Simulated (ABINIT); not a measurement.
The system is ZrWN2.

```
Zr W N
1.0
     2.95520    0.00000    0.00000
    -1.47760    2.55928    0.00000
     0.00000    0.00000    5.95640
Zr W N
1 1 2
Direct
  0.00000 0.00000 0.50000
  0.00000 0.00000 0.00000
  0.33333 0.66667 0.22140
  0.33333 0.66667 0.77860
```

The cell was built by a generator and needn't be a form met in nature.

Base run:

```yaml
Program: ABINIT 10.8.3 (patched build)
Functional: PBE
Potentials_or_basis: PseudoDojo NC SR PBE v0.4 stringent
Cutoff: 1143 eV
k_mesh: 8 × 8 × 4
Occupations: fermi-dirac, width 0.05 eV
Spin: no spin polarisation
```

Its results: band gap on the k mesh none (metal or under the smearing width); pressure 0.3 GPa; largest force 0.050 eV/Å.

Problem. The run is repeated on the same cell with these changes: potentials or basis from PseudoDojo NC SR PBE v0.4 stringent to SG15 NC PBE v1.2; cutoff from 1143 eV to 952 eV; valence electrons from 36 to 50. What comes out?

Solution. Band gap on the k mesh none (metal or under the smearing width); pressure -0.9 GPa; largest force 0.071 eV/Å.

Not every run made on this cell is shown here.
